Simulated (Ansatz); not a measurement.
# GaH₃+ (doublet): the correlation ladder at a displaced geometry (v2), cc-pVTZ

The task here is to estimate one member of a computed series from the others.

Program: Ansatz 0.2.0, Gaussian basis. Level of theory: cc-pVTZ, core rule «outside noble gas», up to 14 orbitals frozen. These are calculated values, not measurements.

Plan: UHF; CCSD(T) on ROHF; CCSD(T) on UHF; BCCD(T) on ROHF; CCSDT(Q) on ROHF; CCSDT(Q) on UHF.

16 further runs of the same task are left out: 6 for a known fault of the program, 4 that didn't finish, 6 set aside as unsound or not needed.

**What is computed**

The geometry is a PBE0/def2-TZVP stationary point (not a proven minimum) with its atoms shifted at random (size 0.100 Å). No spin-orbit coupling is included. The filled d shell of Ga may be among the frozen orbitals whatever the setting's name suggests; the logs give the count.

4 atoms, charge 1, spin multiplicity 2.

Atoms are counted from 1 here; the program's logs count them from 0.

Bond lengths: Ga1–H3 1.529 Å, Ga1–H4 1.549 Å. Angles: H3–Ga1–H4 173.7°.

Geometry (Å):

```
Ga    0.0036    0.0266   -0.0005
H    -0.1613   -2.0376    0.0111
H    -0.0847    0.1247   -1.5243
H    -0.0016    0.0694    1.5483
```

The first run:

in.yaml

```yaml
crystal:
  periodic: [false, false, false]
  atoms:
    - {symbol: Ga, position_ang: [0.003578, 0.026649, -0.000508]}
    - {symbol: H, position_ang: [-0.161296, -2.037568, 0.011086]}
    - {symbol: H, position_ang: [-0.084675, 0.124704, -1.524264]}
    - {symbol: H, position_ang: [-0.001567, 0.069435, 1.548290]}
basis:
  gaussian: {orbitals: cc-pVTZ}
total_charge: 1
magnetization: {spin_polarized: true, initial_magnetization: 1}
hamiltonian: {xc: hf}
output: {orbitals: {seedname: orbitals}}
```

Started as:

```sh
$ ansatz run in.yaml --threads 1 --pin off --events-out ev --progress --plain --max-ram 2393MiB
```

Among the steps run: UHF; CCSD(T) on ROHF; CCSD(T) on UHF; BCCD(T) on ROHF; CCSDT(Q) on ROHF; CCSDT(Q) on UHF.

One table of the session follows, with a row left open; its other results are not shown here.

| method | from UCCSDT(Q) (kJ/mol) |
| --- | --- |
| ROHF | +212.9 |
| UHF | +211.2 |
| RMP2 | +49.5 |
| UMP2 | ? |
| RCCSD | +3.9 |
| UCCSD | +3.8 |
| RCCSD(T) | +1.1 |
| UCCSD(T) | +1.0 |
| BCCD(T) | +1.0 |
| RCCSDT | +0.1 |
| UCCSDT | +0.1 |
| RCCSDT(Q) | +0.1 |
| UCCSDT(Q) | 0 |

**Question.** Estimate the row for UMP2.

The run gave: from UCCSDT(Q) (kJ/mol): +48.9. In the column «from UCCSDT(Q) (kJ/mol)» it lies between RCCSD (+3.9) and RMP2 (+49.5).

To keep in mind: Restricted and unrestricted rows rest on different reference determinants; where their highest levels disagree by more than a few hundredths of an eV, they describe different states and don't form one ladder.
